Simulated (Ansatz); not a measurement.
# Al3Ga2As5: the cost of one run

Method: DFT PBE, scalar-relativistic, plane waves, PAW, in Ansatz 0.2.0.

### 1 The starting structure

It takes space group Imm2 (No. 44, orthorhombic). The conventional cell has a = 3.860 Å, b = 19.299 Å, c = 5.459 Å, α = 90.00°, β = 90.00°, γ = 90.00°. Al (site symmetry mm2) is surrounded by 4 As at 2.36 Å. Al (site symmetry m) has 4 As at 2.36 Å in its first shell of neighbours. Ga (site symmetry m) is surrounded by 4 As at 2.36 Å. As (site symmetry m) is surrounded by 2 Al at 2.36 Å and 2 Ga at 2.36 Å. Around As (site symmetry mm2) lie 2 Ga at 2.36 Å and 2 Al at 2.36 Å. Around As (site symmetry m) lie 1 Ga at 2.36 Å and 3 Al at 2.36 Å.

As a file:

```cif
data_structure
_symmetry_space_group_name_H-M 'P 1'
_symmetry_Int_Tables_number 1
_cell_length_a 10.2121
_cell_length_b 10.2121
_cell_length_c 10.2121
_cell_angle_alpha 158.213
_cell_angle_beta 38.213
_cell_angle_gamma 148.997
_cell_volume 203.31
loop_
_atom_site_label
_atom_site_type_symbol
_atom_site_fract_x
_atom_site_fract_y
_atom_site_fract_z
_atom_site_occupancy
Al1 Al 0.00000 0.00000 0.00000 1
Al2 Al 0.80000 0.00000 0.80000 1
Al3 Al 0.20000 0.00000 0.20000 1
Ga1 Ga 0.60000 0.00000 0.60000 1
Ga2 Ga 0.40000 0.00000 0.40000 1
As1 As 0.35000 0.25000 0.10000 1
As2 As 0.75000 0.25000 0.50000 1
As3 As 0.15000 0.25000 0.90000 1
As4 As 0.55000 0.25000 0.30000 1
As5 As 0.95000 0.25000 0.70000 1
```

The start is an ordering of an alloy on its end members' structure types: elements ordered on the sites of the GaAs type, Al/Ga on Ga (Imm2, No. 44).

### 2 Probe: one point on a coarse mesh

input.yaml reads:

```yaml
crystal:
  lattice:
    - [-1.92990834, 9.64954169, 2.72930255]
    - [1.92990834, -9.64954169, 2.72930255]
    - [1.92990834, 9.64954169, -2.72930255]
  atoms:
    - { symbol: Al, position: [0.0, 0.0, 0.0] }
    - { symbol: Al, position: [0.8, 0.0, 0.8] }
    - { symbol: Al, position: [0.2, 0.0, 0.2] }
    - { symbol: Ga, position: [0.6, 0.0, 0.6] }
    - { symbol: Ga, position: [0.4, 0.0, 0.4] }
    - { symbol: As, position: [0.35, 0.25, 0.1] }
    - { symbol: As, position: [0.75, 0.25, 0.5] }
    - { symbol: As, position: [0.15, 0.25, 0.9] }
    - { symbol: As, position: [0.55, 0.25, 0.3] }
    - { symbol: As, position: [0.95, 0.25, 0.7] }
basis:
  ecutwfc: 420
kpoints:
  mp_grid: { grid: [6, 6, 6] }
hamiltonian:
  xc: pbe
scf:
  occupations: { method: gaussian, width: 0.1 }
  lower_state_search: "off"
output:
  forces: true
  stress: true
  eigenvalues: true
```

Launch:

```
$ ansatz run input.yaml --threads 4 --pin off --max-ram 8192MiB --backend cpu --events-out ev --progress --plain --runs-dir out
```

What time and memory should one allow on 4 threads of Intel Xeon at 2.50GHz (Skylake/Cascade Lake), shared host?

About 23 s, with a peak of 0.86 GiB.
